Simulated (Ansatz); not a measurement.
## MnAu3 under changes of volume

One of the cells (17.701 Å³/atom); the others are scaled copies at fixed shape and fractional positions:

```
Au Mn
1.0
     1.52620    0.88115    8.77497
    -1.52620    0.88115    8.77497
     0.00000   -1.76231    8.77497
Au Mn
3 1
Direct
  0.74399 0.74399 0.74399
  0.50000 0.50000 0.50000
  0.25601 0.25601 0.25601
  0.00000 0.00000 0.00000
```

The cell comes from a database or a generator and needn't be the stable form of this composition.

| Quantity | Value |
| --- | --- |
| Program | Ansatz 0.2.0 |
| Functional | PBEsol |
| Potentials or basis | all-electron LAPW, scalar-relativistic |
| Cutoff | 271 eV (chosen from the basis error) |
| Basis error allowed | 0.001 eV/atom |
| k mesh | 10 × 10 × 10 |
| Occupations | fermi-dirac, width 0.05 eV |
| Spin | collinear spin, ferromagnetic start |
| Starting moments | [0.0, 0.0, 0.0, 4.0] μB |

| volume (Å³/atom) | energy over the lowest point (meV/atom) | pressure (GPa) | moment (μB per cell) | largest force (eV/Å) |
| --- | --- | --- | --- | --- |
| 16.639 | 0.00 | -0.1 | 3.98 | 0.209 |
| 16.993 | 3.37 | -3.0 | 4.02 | 0.169 |
| 17.347 | 12.79 | -5.6 | 4.04 | 0.129 |
| 17.701 | 27.51 | -7.8 | 4.07 | 0.090 |
| 18.055 | 46.86 | -9.7 | 4.09 | 0.051 |
| 18.409 | 70.23 | -11.4 | 4.11 | 0.013 |
| 18.763 | ? | ? | ? | ? |

Q: What does the run at 18.763 Å³/atom give?

A: Energy over the lowest point 97.08 meV/atom; pressure -12.9 GPa; moment 4.13 μB per cell; largest force 0.024 eV/Å.

Worked out: A Birch-Murnaghan fit of order 3 (a polynomial in V^(-2/3)) to the other rows has its minimum at 16.64 Å³/atom, just outside them, with B0 = V·E''(V) = 147 GPa and B' = 5.3 at fixed shape and positions, which overstates the stiffness. It gives 97.12 meV/atom at 18.763 Å³/atom, against the run's 97.08, and -dE/dV = -12.9 GPa, against -12.9. A parabola through the other rows of the moment, of slope 0.0365 μB per Å³/atom there, extrapolates to 4.12 μB, against the run's 4.13.

Energies are extrapolated to zero smearing.
